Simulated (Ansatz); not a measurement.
# GeH4+ (doublet): the correlation ladder, 6-31G

Aim: climb from Hartree-Fock through coupled cluster and multireference methods for GeH4+ (doublet) at one geometry and basis, and see what each rung misses.

The runs use Ansatz 0.2.0, Gaussian basis; 6-31G, core rule «outside noble gas», up to 14 orbitals frozen.

Plan: UHF; CCSD(T) on ROHF; CCSD(T) on UHF; BCCD(T) on ROHF; CISD; CCSDT(Q) on ROHF; CCSDT(Q) on UHF; CISDTQ; CASSCF and MRCISD+Q, 7 electrons in 8 orbitals; CASSCF and NEVPT2, 7 electrons in 8 orbitals; Full CI.

7 further runs of the same task are left out: 2 that didn't finish, 5 set aside as unsound or not needed.

## 1. The geometry

The geometry is a PBE0/def2-TZVP stationary point (not a proven minimum) of the parent state, kept for this charge and spin. No spin-orbit coupling is included. The filled d shell of Ge may be among the frozen orbitals whatever the setting's name suggests; the logs give the count.

5 atoms, charge 1, spin multiplicity 2.

Atoms are counted from 1 here; the program's logs count them from 0.

Bond lengths: Ge1–H2 1.534 Å, Ge1–H3 1.534 Å, Ge1–H4 1.534 Å, Ge1–H5 1.534 Å. Angles: H2–Ge1–H3 109.5°, H2–Ge1–H4 109.5°, H2–Ge1–H5 109.5°, H3–Ge1–H4 109.5°, H3–Ge1–H5 109.5°, H4–Ge1–H5 109.5°.

Geometry (Å):

```
Ge    0.0000    0.0000    0.0000
H     0.8843    0.8872    0.8860
H    -0.8879   -0.8840    0.8857
H    -0.8838    0.8845   -0.8892
H     0.8874   -0.8877   -0.8825
```

## 2. UHF

Contents of in.yaml:

```yaml
crystal:
  periodic: [false, false, false]
  atoms:
    - {symbol: Ge, position_ang: [0.000000, 0.000000, 0.000000]}
    - {symbol: H, position_ang: [0.884324, 0.887199, 0.886047]}
    - {symbol: H, position_ang: [-0.887886, -0.884021, 0.885661]}
    - {symbol: H, position_ang: [-0.883825, 0.884513, -0.889224]}
    - {symbol: H, position_ang: [0.887387, -0.887691, -0.882484]}
basis:
  gaussian: {orbitals: 6-31G}
total_charge: 1
magnetization: {spin_polarized: true, initial_magnetization: 1}
hamiltonian: {xc: hf}
output: {orbitals: {seedname: orbitals}}
```

Run with:

```bash
$ ansatz run in.yaml --threads 1 --pin off --events-out ev --progress --plain --max-ram 2393MiB
```

Further steps of the session: CCSD(T) on ROHF; CCSD(T) on UHF; BCCD(T) on ROHF; CISD; CCSDT(Q) on ROHF; CCSDT(Q) on UHF; CISDTQ; CASSCF and MRCISD+Q, 7 electrons in 8 orbitals; CASSCF and NEVPT2, 7 electrons in 8 orbitals; Full CI.

Before running them: what should the planned runs give, taken together? Wanted: FCI below the RHF energy; RMP2 from FCI; UMP2 from FCI; RCCSD from FCI; RCCSD(T) from FCI; UCCSD(T) from FCI; RCCSDT(Q) from FCI; UCCSDT(Q) from FCI; NEVPT2 valence from FCI.

As calculated:

| quantity | value |
| --- | --- |
| FCI below the RHF energy | -2.1522 eV |
| RMP2 from FCI | +740.9 meV |
| UMP2 from FCI | +737.6 meV |
| RCCSD from FCI | +50.0 meV |
| RCCSD(T) from FCI | +15.0 meV |
| UCCSD(T) from FCI | +13.4 meV |
| RCCSDT(Q) from FCI | -0.2 meV |
| UCCSDT(Q) from FCI | -1.7 meV |
| NEVPT2 valence from FCI | +96.3 meV |
| MRCISD+Q valence from FCI | +3.0 meV |
| levels within 1 kcal/mol (43 meV) | RCCSD(T), UCCSD(T), BCCD(T), RCCSDT, UCCSDT, RCCSDT(Q), UCCSDT(Q), MRCISD valence, MRCISD+Q valence |
| T1 diagnostic | 0.027 |
| effectively unpaired electrons | 1.04 |

In words: RCCSD(T) lands +15.0 meV from the yardstick (0.7 % of the correlation energy). One determinant dominates. Of the multireference levels listed MRCISD+Q valence comes nearest in total energy (+3.0 meV), which doesn't show that its space is the better one. Coupled cluster took another determinant than the lowest Hartree-Fock one. These misses are within one basis, not against nature; the frozen cores of restricted and unrestricted runs differ, which can shift their rows.
